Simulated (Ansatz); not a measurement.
**C₅H₁₁Cl₃Si: a ladder of functionals and wavefunction methods**

How much do the methods differ for C₅H₁₁Cl₃Si? The plan is to run it at one geometry with functionals of several rungs and with coupled cluster, and see how far each lands from CCSD(T) at the basis-set limit for the atomisation energy.

The runs use Ansatz 0.2.0, Gaussian basis; functionals in def2-TZVPP, the program's frozen cores in correlated methods.

Levels to be run: LDA (SPW92), PBE-D4, revPBE-D4, BLYP-D4, r2SCAN-D4, B97M-V, PBE0-D4, B3LYP-D4, r2SCANh-D4, r2SCAN0-D4, HSE06-D4, BHLYP-D4, CAM-B3LYP-D4, LC-ωPBE, ωB97X-V, ωB97M-V, B2PLYP, PBE-QIDH; CCSD(T)/def2-SVP; CCSD(T)/def2-TZVPP; MP2/def2-QZVPP; extrapolation to the limit; RPA on PBE.

## Step 1: The relaxed structure

The geometry comes from an earlier relaxation with PBE0-D4 in a triple-zeta def2 set; it is a stationary point, not always the lowest conformer.

SMILES `CC(C)(C)C[Si](Cl)(Cl)Cl`, 20 atoms, charge 0, spin multiplicity 1.

Atoms are counted from 1 here; the program's logs count them from 0.

Bond lengths: C1–C2 1.526 Å, C1–H10 1.093 Å, C1–H11 1.091 Å, C1–H12 1.093 Å, C2–C3 1.526 Å, C2–C4 1.529 Å, C2–C5 1.539 Å, C3–H13 1.093 Å, C3–H14 1.093 Å, C3–H15 1.091 Å, C4–H16 1.093 Å, C4–H17 1.093 Å, C4–H18 1.093 Å, C5–Si6 1.855 Å, C5–H19 1.098 Å, C5–H20 1.098 Å, Si6–Cl7 2.042 Å, Si6–Cl8 2.042 Å and more. Angles: C2–C1–H10 110.0°, C2–C1–H11 111.9°, C2–C1–H12 111.4°, H10–C1–H11 107.7°, H10–C1–H12 107.8°, H11–C1–H12 107.8°, C1–C2–C3 109.6°, C1–C2–C4 108.8°, C1–C2–C5 111.2°, C3–C2–C4 108.8°, C3–C2–C5 111.2°, C4–C2–C5 107.0°, C2–C3–H13 110.0°, C2–C3–H14 111.4°, C2–C3–H15 111.9°, H13–C3–H14 107.8°, H13–C3–H15 107.7°, H14–C3–H15 107.8° and more.

## Step 2: LDA

This LDA is Slater exchange with PW92 correlation.

Contents of in.yaml:

```yaml
crystal:
  periodic: [false, false, false]
  atoms:
    - {symbol: C, position_ang: [-0.676120, -1.507630, -0.192460]}
    - {symbol: C, position_ang: [-0.000219, -0.318502, 0.483194]}
    - {symbol: C, position_ang: [-1.053397, 0.544794, 1.170856]}
    - {symbol: C, position_ang: [0.976535, -0.839564, 1.537797]}
    - {symbol: C, position_ang: [0.822157, 0.502947, -0.526200]}
    - {symbol: Si, position_ang: [0.102780, 1.359044, -2.006822]}
    - {symbol: Cl, position_ang: [-1.257871, 2.809808, -1.546017]}
    - {symbol: Cl, position_ang: [-0.772205, 0.096713, -3.351933]}
    - {symbol: Cl, position_ang: [1.659447, 2.275953, -2.965532]}
    - {symbol: H, position_ang: [-1.161155, -2.138086, 0.557306]}
    - {symbol: H, position_ang: [-1.439989, -1.190832, -0.904505]}
    - {symbol: H, position_ang: [0.048585, -2.124500, -0.730863]}
    - {symbol: H, position_ang: [-1.548715, -0.026765, 1.960069]}
    - {symbol: H, position_ang: [-0.605017, 1.430365, 1.629448]}
    - {symbol: H, position_ang: [-1.821646, 0.882287, 0.473131]}
    - {symbol: H, position_ang: [1.745577, -1.471804, 1.085493]}
    - {symbol: H, position_ang: [0.449624, -1.435196, 2.287993]}
    - {symbol: H, position_ang: [1.477484, -0.015578, 2.053386]}
    - {symbol: H, position_ang: [1.611702, -0.130486, -0.952612]}
    - {symbol: H, position_ang: [1.350842, 1.306434, 0.004270]}
basis:
  gaussian: {orbitals: def2-TZVPP}
hamiltonian: {xc: lda}
output: {orbitals: {seedname: orbitals}}
```

Command:

```console
$ ansatz run in.yaml --threads 4 --pin off --events-out ev --progress --plain --max-ram 66560MiB --backend cuda --devices 0, --max-vram 37GiB
```

After this run come: PBE-D4 (GGA); revPBE-D4 (GGA); BLYP-D4 (GGA); r2SCAN-D4 (meta-GGA); B97M-V (meta-GGA); PBE0-D4 (hybrid); B3LYP-D4 (hybrid); r2SCANh-D4 (hybrid); r2SCAN0-D4 (hybrid); HSE06-D4 (hybrid); BHLYP-D4 (hybrid); CAM-B3LYP-D4 (range-separated); LC-ωPBE (range-separated); ωB97X-V (range-separated); ωB97M-V (range-separated); B2PLYP (double hybrid); PBE-QIDH (double hybrid); CCSD(T) in def2-SVP; CCSD(T) in def2-TZVPP; MP2 in def2-QZVPP; RPA on PBE orbitals.

Q: Predict the results of all the runs planned. Wanted: atomisation energy, CCSD(T)/CBS; farthest beyond LDA; mean size of error, GGA; mean size of error, meta-GGA; mean size of error, hybrid; mean size of error, range-separated; mean size of error, double hybrid; gap, smallest and largest; T1 diagnostic.

As calculated:

| quantity | value |
| --- | --- |
| atomisation energy, CCSD(T)/CBS | 7776.8 kJ/mol |
| functionals within 38.9 kJ/mol (0.5 %) | revPBE-D4, r2SCAN-D4, B3LYP-D4, r2SCANh-D4, r2SCAN0-D4, CAM-B3LYP-D4, ωB97X-V, ωB97M-V, PBE-QIDH |
| farthest beyond LDA | BHLYP-D4 (-185.3 kJ/mol) |
| mean size of error, GGA | 83.7 kJ/mol |
| mean size of error, meta-GGA | 35.7 kJ/mol |
| mean size of error, hybrid | 61.8 kJ/mol |
| mean size of error, range-separated | 23.9 kJ/mol |
| mean size of error, double hybrid | 62.5 kJ/mol |
| gap, smallest and largest | 6.57 eV (LDA (SPW92)), 13.93 eV (LC-ωPBE) |
| T1 diagnostic | 0.0090 |
| triples share of the correlation energy | 4.1 % |

**Reading.** The LDA atomisation energy is off by 1034.5 kJ/mol (13 %): it overbinds. PBE-D4 misses by +125.0 kJ/mol. Double hybrids carry the basis error of their MP2 part in triple zeta, and no dispersion term here, so their miss is partly the set-up's. The rungs range-separated, meta-GGA miss on average by less than the doubt on the reference (38.9 kJ/mol), so they tie. Misses under about 38.9 kJ/mol are within the doubt on the reference itself, which lacks core-valence correlation, relativity and higher excitations. Hartree-Fock recovers 76 % of the binding; the rest is correlation. CCSD(T) in def2-SVP is off by -371.2 kJ/mol, worse than the median functional, from the basis alone. Orbital gaps span 6.6 to 13.9 eV; exact exchange widens them.
